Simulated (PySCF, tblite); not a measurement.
# C₃H₁₁BOSi₂: geometry, infrared bands and NMR shifts

Wanted: the infrared bands and NMR shifts of C₃H₁₁BOSi₂ (`C=C(BO[SiH3])C[SiH3]`), by calculation.

The runs use tblite 0.8.0 and PySCF 2.14.0, with density-fitted response routines of our own; the level of theory stands in each step. All values are computed, except where a source is named. Atoms are numbered from 0 throughout.

**1. The starting structure**

18 atoms, charge 0, multiplicity 1; geometry from: force field or distance geometry start.

Bonds of the start (Å): C0–C1 1.35, C1–B2 1.58, B2–O3 1.48, O3–Si4 1.71, C1–C5 1.50, C5–Si6 1.88, C0–H7 1.08, C0–H8 1.08, B2–H9 1.19, Si4–H10 1.47, Si4–H11 1.48, Si4–H12 1.47, C5–H13 1.12, C5–H14 1.11, Si6–H15 1.46, Si6–H16 1.47, Si6–H17 1.47.

**2. Relaxing the molecule with GFN2-xTB**

The job: settings as JSON, then the geometry in Å.

```
{"job": {"kind": "relax", "xc": "GFN2-xTB", "basis": "xTB"}, "charge": 0, "multiplicity": 1}
C      0.751700    -2.143300    -0.305000
C      0.284200    -0.882200    -0.169400
B     -0.922300    -0.611800     0.808500
O     -1.415100     0.762900     1.022700
Si    -2.760600     0.955400    -0.016400
C      0.972600     0.255900    -0.865400
Si     2.334500     0.970300     0.212000
H      0.279900    -2.970000     0.214500
H      1.602400    -2.355200    -0.939000
H     -1.406200    -1.498300     1.432500
H     -3.829100     0.004400     0.327300
H     -2.353600     0.747700    -1.421100
H     -3.285300     2.326100     0.126900
H      1.429200    -0.084300    -1.824100
H      0.250900     1.072100    -1.100000
H      2.987500     2.076900    -0.480300
H      3.322300    -0.077800     0.516300
H      1.748200     1.457400     1.470700
```

Started as:

```console
> OMP_NUM_THREADS=1 python probes_run.py task.json out
```

One launch serves the whole session: the jobs run in the order shown.

**Question.** This job is followed by: GFN2-xTB harmonic vibrations, gas phase; GIAO PBE0/pcSseg-1 NMR shielding, non-relativistic, gas phase. Predict these results of the whole session: strongest single infrared mode (GFN2-xTB); zero-point energy (GFN2-xTB); 13C shifts against TMS (PBE0/pcSseg-1); 1H shifts against TMS (PBE0/pcSseg-1, means over atoms taken as alike); 11B shifts against BF3·OEt2 (PBE0/pcSseg-1); 17O shifts against H2O (PBE0/pcSseg-1); 29Si shifts against TMS (PBE0/pcSseg-1).

**Answer**, as computed:

| quantity | value |
| --- | --- |
| strongest single infrared mode (GFN2-xTB) | 1400 cm⁻¹, 757 km/mol |
| zero-point energy (GFN2-xTB) | 77.5 kcal/mol |
| 13C shifts against TMS (PBE0/pcSseg-1) | 158.7, 145.1, 19.6 ppm |
| 1H shifts against TMS (PBE0/pcSseg-1, means over atoms taken as alike) | 6.51, 6.16, 5.44, 5.20, 3.82, 1.98 ppm |
| 11B shifts against BF3·OEt2 (PBE0/pcSseg-1) | 40.6 ppm |
| 17O shifts against H2O (PBE0/pcSseg-1) | 145.8 ppm |
| 29Si shifts against TMS (PBE0/pcSseg-1) | -48.7, -67.0 ppm |

Relaxing lowered the energy by 0.916 eV in 129 steps; the close pair that moved most is B2–O3, from 1.476 to 1.320 Å. The lowest mode is imaginary (35i cm⁻¹), so the xTB geometry is not a minimum. The strongest single mode, at 1400 cm⁻¹, moves mainly O3 and B2. Unscaled tight-binding wavenumbers are off by several per cent, some by more. Its intensities can rank the bands wrongly. C1 (fully substituted alkene carbon) lies farthest downfield among carbon, at 158.7 ppm; an sp2 carbon of a C=C bond. At PBE0/pcSseg-1: The largest span, 358 ppm, is at O3, where the paramagnetic term is -205 ppm.
